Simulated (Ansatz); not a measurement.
# C2H6AlFS: basis-set convergence

One table from this session's results is given with a row withheld; the runs are named, their logs left out.

Computed with Ansatz 0.2.0, Gaussian basis. Level: one geometry, several basis sets.

The runs, in order: PBE0-D4/def2-SVP; ωB97M-V/def2-SVP; PBE0-D4/def2-QZVPP; ωB97M-V/def2-QZVPP; the functionals' def2-TZVPP values are taken from earlier runs.

## The geometry

An earlier PBE0-D4 in a triple-zeta def2 set relaxation fixed the geometry.

SMILES `C[S][Al]([CH3])[F]`, 11 atoms, charge 0, spin multiplicity 1.

Atoms are counted from 1 here; the program's logs count them from 0.

Bond lengths: C1–S2 1.824 Å, C1–H6 1.089 Å, C1–H7 1.089 Å, C1–H8 1.089 Å, S2–Al3 2.166 Å, Al3–C4 1.940 Å, Al3–F5 1.651 Å, C4–H9 1.094 Å, C4–H10 1.094 Å, C4–H11 1.092 Å. Angles: S2–C1–H6 108.8°, S2–C1–H7 112.3°, S2–C1–H8 108.6°, H6–C1–H7 108.9°, H6–C1–H8 109.3°, H7–C1–H8 108.9°, C1–S2–Al3 101.1°, S2–Al3–C4 124.9°, S2–Al3–F5 115.0°, C4–Al3–F5 120.1°, Al3–C4–H9 111.7°, Al3–C4–H10 111.7°, Al3–C4–H11 110.3°, H9–C4–H10 107.2°, H9–C4–H11 107.9°, H10–C4–H11 107.9°.

Set-up of the first run:

Input file in.yaml:

```yaml
crystal:
  periodic: [false, false, false]
  atoms:
    - {symbol: C, position_ang: [-0.644855, 1.737602, 0.673963]}
    - {symbol: S, position_ang: [0.006232, 1.729211, -1.029757]}
    - {symbol: Al, position_ang: [0.566652, -0.351590, -1.251245]}
    - {symbol: C, position_ang: [0.347657, -1.711654, 0.114084]}
    - {symbol: F, position_ang: [1.220161, -0.745091, -2.715569]}
    - {symbol: H, position_ang: [-0.033635, 2.404022, 1.280826]}
    - {symbol: H, position_ang: [-0.639783, 0.745400, 1.123615]}
    - {symbol: H, position_ang: [-1.668346, 2.109086, 0.652415]}
    - {symbol: H, position_ang: [-0.702612, -1.839724, 0.391391]}
    - {symbol: H, position_ang: [0.894842, -1.460284, 1.027054]}
    - {symbol: H, position_ang: [0.718987, -2.673777, -0.246178]}
basis:
  gaussian: {orbitals: def2-SVP}
hamiltonian: {xc: pbe0, dispersion: d4}
output: {orbitals: {seedname: orbitals}}
```

Among the steps run: PBE0-D4 in def2-SVP; ωB97M-V in def2-SVP; PBE0-D4 in def2-QZVPP; ωB97M-V in def2-QZVPP.

One table of the session follows, with a row left open; its other results are not shown here.

It belongs to the step «Density functionals: the series». 

```
functional       basis  HOMO (eV)  LUMO (eV)
   PBE0-D4    def2-SVP      -7.11      -0.13
   PBE0-D4  def2-TZVPP      -7.20      -0.27
   PBE0-D4  def2-QZVPP      -7.22      -0.46
   ωB97M-V    def2-SVP          ?          ?
   ωB97M-V  def2-TZVPP      -9.38       1.27
   ωB97M-V  def2-QZVPP      -9.41       0.77
```

Estimate the missing values for ωB97M-V, def2-SVP.

As computed: HOMO (eV): -9.24; LUMO (eV): 1.57. In the column «HOMO (eV)» it lies between ωB97M-V, def2-TZVPP (-9.38) and PBE0-D4, def2-QZVPP (-7.22).
